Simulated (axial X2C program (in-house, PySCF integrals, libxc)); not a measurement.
# CoAl: bond curves with and without spin–orbit coupling, part 2 of 2

Computed with an in-house X2C program for linear molecules on PySCF integrals; all-electron X2C, Co dyall-cv3z, Al dyall-v3z.

## 9. PBE0, 2c

State followed: Ω = 3 (excess of +ω over −ω: ω = 1/2, ω = 5/2). The scan is laid around 2.422 Å, a first estimate of the minimum, and this SCF restarts from the orbitals of the search.

The SCF at the reference distance of 2.422 Å:

```text
two-component X2C + atomic mean field  PBE0
basis functions 157  fitting functions 906  grid points 5079
iter        total energy     max residual
   1      -1634.868417127     8.49e-01
   2      -1635.375584314     5.08e-02
   3      -1635.389085335     3.82e-02
   4      -1635.390508957     4.08e-02
   5      -1635.398670711     3.02e-03
   6      -1635.398710750     2.19e-03
   7      -1635.398745075     3.61e-04
   8      -1635.398745994     4.08e-04
   9      -1635.398747042     9.26e-05
  10      -1635.398747204     4.46e-05
  11      -1635.398747306     3.61e-05
  12      -1635.398747329     1.99e-05
  13      -1635.398747341     8.17e-06
  14      -1635.398747342     3.46e-06
converged
one-electron -2420.55963661  Coulomb 787.19474913  exact exchange -19.15606334  xc functional -59.14326779  nuclear repulsion 76.68918292  atomic mean-field constant -0.42371164
```

Along the bond, energies from the lowest point:

```tsv
R (Å)	E (eV)	μ (D)	HOMO (eV)	LUMO (eV)	iterations
2.107	0.3929	-0.89	-4.75	-2.06	30
2.204	0.1635	-0.78	-4.79	-2.01	21
2.277	0.0647	-0.67	-4.81	-1.99	19
2.349	0.0137	-0.55	-4.83	-1.97	15
2.422	0.0000	-0.42	-4.84	-1.96	14
2.507	0.0199	-0.25	-4.85	-1.97	15
2.591	0.0686	-0.06	-4.84	-1.98	14
2.700	0.1609	0.20	-4.82	-2.01	14
2.834	0.3026	0.53	-4.79	-2.05	15
3.027	0.5358	1.02	-4.63	-2.11	18
```

Dipoles are positive if Al is the positive end.

Outer spinors at the reference distance:

| ω | occupied | ε (eV) | atomic character | λ mixture |
| --- | --- | --- | --- | --- |
| 1/2 | yes | -9.42 | 43% Al s, 38% Co d, 11% Co s | 100% σ |
| -1/2 | yes | -9.32 | 66% Al s, 17% Co s, 12% Co p | 100% σ |
| 1/2 | yes | -7.98 | 62% Co d, 23% Al s, 10% Co s | 100% σ |
| -3/2 | yes | -7.76 | 100% Co d | 100% δ |
| 5/2 | yes | -7.63 | 100% Co d | 100% δ |
| -1/2 | yes | -7.37 | 97% Co d | 100% π |
| 3/2 | yes | -7.30 | 97% Co d | 100% π |
| 1/2 | yes | -5.93 | 92% Co d, 6% Al p | 100% π |
| -3/2 | yes | -5.60 | 90% Co d, 8% Al p | 100% π |
| 3/2 | yes | -5.48 | 100% Co d | 100% δ |
| 1/2 | yes | -4.97 | 41% Al p, 40% Co s, 9% Al s | 100% σ |
| -1/2 | yes | -4.84 | 59% Al p, 26% Co s, 9% Al s | 100% σ |
| 1/2 | no | -1.96 | 71% Al p, 21% Co p, 8% Co d | 100% π |
| -1/2 | no | -1.96 | 70% Al p, 27% Co p, 3% Co d | 100% π |
| 3/2 | no | -1.94 | 70% Al p, 27% Co p, 3% Co d | 100% π |
| -3/2 | no | -1.90 | 70% Al p, 20% Co p, 10% Co d | 100% π |

PBE0 fields in the half plane through the axis: z from -2.4 to 4.8 Å across, distance from the axis 0.15 to 2.25 Å upwards; Co lies at z = 0 and Al at z = 2.422 Å; the ELF is damped to zero where the density is low.

log10 density (e/bohr³). Ten even steps from '0' (-4.17 ) to '9' (1.37 ):
```
0001111222222111122111100
0011222222222222222222110
0112223333333333333322211
1122333344433333333333221
1122344444444444444433322
1223345565554444554443322
1223456777655556765444332
1223456898655557986544332
```

ELF. Ten even steps from '0' (0.00 ) to '9' (1.00 ):
```
0000111111110000012332100
0001222122332111246776410
0012322112444322478999852
0123322112456544689999985
0222221111356754469999997
1222222222246730004999999
1211113777325603740799999
1111004757314408381399999
```

Re = 2.417 Å, ωe = 285.0 cm⁻¹, ωexe = 1.16 cm⁻¹, Be = 0.1559 cm⁻¹, De = 1.76 eV, μ = -0.43 D.

## 10. HF, 2c

The SCF at the reference distance of 2.422 Å:

```text
two-component X2C + atomic mean field  HF
basis functions 157  fitting functions 906  grid points 5079
iter        total energy     max residual
   1      -1633.723669579     2.27e-01
   2      -1633.755426092     2.44e-02
   3      -1633.758084767     7.93e-02
   4      -1633.763630793     1.36e-02
   5      -1633.764404559     4.17e-03
   6      -1633.765488707     1.59e-02
   7      -1633.765979565     1.28e-02
   8      -1633.766489201     2.03e-03
   9      -1633.766637987     3.24e-03
  10      -1633.766741601     3.00e-03
  11      -1633.766809603     8.87e-04
  12      -1633.766854819     8.04e-04
  13      -1633.766892428     1.41e-03
  14      -1633.766930507     1.06e-03
  15      -1633.767000856     1.26e-03
  16      -1633.767143928     2.10e-03
  17      -1633.768098882     5.85e-03
  18      -1633.776257513     1.87e-02
  19      -1633.782373351     3.96e-02
  20      -1633.792104864     3.80e-02
  21      -1633.799581159     3.41e-02
  22      -1633.808014781     1.42e-02
  23      -1633.809539529     5.29e-03
  24      -1633.810606629     3.93e-03
  25      -1633.811197501     2.73e-03
  26      -1633.811432093     1.29e-03
  27      -1633.811519678     7.27e-04
  28      -1633.811537214     4.49e-04
  29      -1633.811546216     3.44e-04
  30      -1633.811555451     3.02e-04
  31      -1633.811563231     3.68e-04
  32      -1633.811567265     2.05e-04
  33      -1633.811568692     1.02e-04
  34      -1633.811569164     5.78e-05
  35      -1633.811569325     2.87e-05
  36      -1633.811569370     2.16e-05
  37      -1633.811569387     1.80e-05
  38      -1633.811569399     1.34e-05
  39      -1633.811569406     9.48e-06
  40      -1633.811569409     6.50e-06
  41      -1633.811569410     3.66e-06
  42      -1633.811569411     2.91e-06
converged
one-electron -2416.61279971  Coulomb 783.34912650  exact exchange -76.81336748  xc functional 0.00000000  nuclear repulsion 76.68918292  atomic mean-field constant -0.42371164
```

No constants are quoted: the solution changes its character somewhere along the scan, so the fit is set aside.

## 11. r2SCAN0, 2c

The SCF at the reference distance of 2.422 Å:

```text
two-component X2C + atomic mean field  r2SCAN0
basis functions 157  fitting functions 906  grid points 5079
iter        total energy     max residual
   1      -1635.617158215     7.87e-02
   2      -1635.618410737     9.24e-03
   3      -1635.619009041     2.13e-02
   4      -1635.619225630     1.98e-03
   5      -1635.619311628     3.52e-03
   6      -1635.619419903     4.83e-03
   7      -1635.619433633     1.26e-03
   8      -1635.619438450     7.30e-04
   9      -1635.619439203     2.81e-04
  10      -1635.619439318     3.78e-05
  11      -1635.619439343     5.57e-05
  12      -1635.619439347     1.61e-05
converged
one-electron -2420.71155588  Coulomb 787.38422093  exact exchange -19.16834277  xc functional -59.38923290  nuclear repulsion 76.68918292  atomic mean-field constant -0.42371164
```

Re = 2.407 Å, ωe = 290.3 cm⁻¹, ωexe = 1.26 cm⁻¹, Be = 0.1573 cm⁻¹, De = 1.34 eV, μ = -0.30 D.

## 12. MP2 and beyond, 2c

Correlated methods: 12 electrons correlated (frozen shells, counted by type: Co 3 s, 2 p; Al 2 s, 1 p), 222 virtual spinors in MP2, 90 natural virtuals in coupled cluster.

Output of the correlated part at 2.422 Å:

```text
correlated 12  virtual 222  natural virtual 90  E(MP2) -0.306109489  MP2 remainder -0.028652028
iter   CCSD correlation   residual
   1     -0.279739329   1.63e-01
   2     -0.291629187   9.16e-02
   3     -0.296838497   6.54e-02
   4     -0.301144933   4.80e-02
   5     -0.304827810   3.32e-02
   6     -0.306620391   2.31e-02
   7     -0.307614482   1.57e-02
   8     -0.308584651   1.15e-02
   9     -0.308852639   6.92e-03
  10     -0.309248999   3.67e-03
  11     -0.309210265   1.72e-03
  12     -0.309290519   9.88e-04
  13     -0.309295165   5.64e-04
  14     -0.309292517   3.33e-04
  15     -0.309287204   2.22e-04
  16     -0.309279997   1.34e-04
  17     -0.309276044   7.74e-05
  18     -0.309273872   5.16e-05
  19     -0.309271960   3.29e-05
  20     -0.309271993   1.77e-05
  21     -0.309271865   1.09e-05
  22     -0.309271952   5.86e-06
  23     -0.309272024   3.21e-06
  24     -0.309272063   1.79e-06
  25     -0.309272092   1.19e-06
  26     -0.309272113   7.84e-07
  27     -0.309272123   5.04e-07
(T) -0.014000577  T1 0.1468  D1 0.4187  max T2 0.137
```

MP2: No constants are quoted: the reference changes its character somewhere along the scan, so the fit is set aside.

CCSD: No constants are quoted: the reference changes its character somewhere along the scan, so the fit is set aside.

CCSD(T): No constants are quoted: the reference changes its character somewhere along the scan, so the fit is set aside.

## 13. A higher determinant, 2c

State: Ω = 1 (excess of +ω over −ω: ω = -1/2, ω = 3/2).

Output at the reference distance:

```text
two-component X2C + atomic mean field  PBE0
basis functions 157  fitting functions 906  grid points 5079
iter        total energy     max residual
   1      -1634.864235073     8.49e-01
   2      -1635.371415513     5.07e-02
   3      -1635.384906917     3.81e-02
   4      -1635.386276797     4.07e-02
   5      -1635.394447948     3.00e-03
   6      -1635.394487761     2.18e-03
   7      -1635.394521656     3.56e-04
   8      -1635.394522538     4.03e-04
   9      -1635.394523562     8.79e-05
  10      -1635.394523708     4.22e-05
  11      -1635.394523799     3.40e-05
  12      -1635.394523819     1.89e-05
  13      -1635.394523831     8.11e-06
  14      -1635.394523832     3.33e-06
converged
one-electron -2420.54423723  Coulomb 787.18284591  exact exchange -19.15593487  xc functional -59.14266891  nuclear repulsion 76.68918292  atomic mean-field constant -0.42371164
```

```tsv
R (Å)	E above the lowest PBE0 point (eV)
2.107	0.509
2.204	0.279
2.277	0.180
2.349	0.129
2.422	0.115
2.507	0.135
2.591	0.183
2.700	0.275
2.834	0.416
```

Re = 2.418 Å, ωe = 284.8 cm⁻¹, ωexe = 1.16 cm⁻¹, Be = 0.1558 cm⁻¹, μ = -0.42 D. Te = 0.11 eV.

## 14. The 2c curves together

Energy (eV) of the followed determinant, 2c, from each level's lowest point:

```tsv
R (Å)	PBE0	HF (jumps)	MP2 (its reference jumps)	CCSD (its reference jumps)	CCSD(T) (its reference jumps)	r2SCAN0
2.107	0.393	1.690	1.067	n/a	n/a	0.376
2.204	0.164	0.928	0.450	0.140	0.103	0.151
2.277	0.065	0.654	0.288	0.061	0.035	0.056
2.349	0.014	0.445	0.171	0.018	0.005	0.009
2.422	0.000	0.290	0.091	0.000	0.000	0.000
2.507	0.020	0.162	0.035	0.002	0.016	0.025
2.591	0.069	0.080	0.007	0.019	0.047	0.078
2.700	0.161	0.022	0.000	0.052	0.096	0.175
2.834	0.303	0.000	0.015	n/a	n/a	0.322
3.027	0.536	0.015	0.044	n/a	n/a	0.558
```

The whole job took 3.2 min on 1 thread of AMD EPYC 9B14 (Zen 4), shared host; peak memory 0.75 GiB.

## 15. Results

This closing draws on all 2 parts.

Lowest determinant that the search found at its distance, spin-free: M_S = 1, Λ = 2 (beyond closed shells: σα, δ+α, δ+β, δ-α).

Lowest determinant that the search found at its distance, 2c: Ω = 3 (excess of +ω over −ω: ω = 1/2, ω = 5/2).

| Hamiltonian | level | Re (Å) | ωe (cm⁻¹) | De (eV) | μ (D) |
| --- | --- | --- | --- | --- | --- |
| spin-free | PBE0 | 2.417 | 285.2 | 1.76 | -0.43 |
| spin-free | r2SCAN0 | 2.406 | 290.5 | 1.28 | -0.29 |
| 2c | PBE0 | 2.417 | 285.0 | 1.76 | -0.43 |
| 2c | r2SCAN0 | 2.407 | 290.3 | 1.34 | -0.30 |

Dipoles are positive if Al is the positive end. No constants: spin-free HF (the solution changes its character somewhere along the scan, so the fit is set aside); spin-free MP2 (the reference changes its character somewhere along the scan, so the fit is set aside); spin-free CCSD (the reference changes its character somewhere along the scan, so the fit is set aside); spin-free CCSD(T) (the reference changes its character somewhere along the scan, so the fit is set aside); 2c HF (the solution changes its character somewhere along the scan, so the fit is set aside); 2c MP2 (the reference changes its character somewhere along the scan, so the fit is set aside); 2c CCSD (the reference changes its character somewhere along the scan, so the fit is set aside); 2c CCSD(T) (the reference changes its character somewhere along the scan, so the fit is set aside). Spin-free ⟨S²⟩ is off its pure value at r2SCAN0 2.24.

Time per point (s) on 1 thread of AMD EPYC 9B14 (Zen 4), shared host (2c runs); the times are rough: PBE0 0.58, r2SCAN0 0.88.

In words: At PBE0, going from spin-free to two-component changes Re by 0 mÅ, ωe by -0.1 %, which is small (part of it comes from the scalar share of the two-electron terms). De moves by 0.00 eV; both De rest on single-determinant atoms, which can miss part of an open shell's spin–orbit lowering.

De refers to Co + Al, each in the lowest determinant found, which need not be this curve's own limit. Each curve is one determinant whose occupation by symmetry is held fixed; it was picked as the lowest of a PBE0 search that is not exhaustive. De is counted from the lowest determinant-based energies of the atoms at the same level, without counterpoise correction. Density functionals use the spin component along the axis (collinear). The meta-GGAs lack a current-density term, which matters for open shells with orbital currents, atoms included. With several unpaired electrons one determinant need not be a pure state. The spin-free determinant is spin-contaminated at some levels.
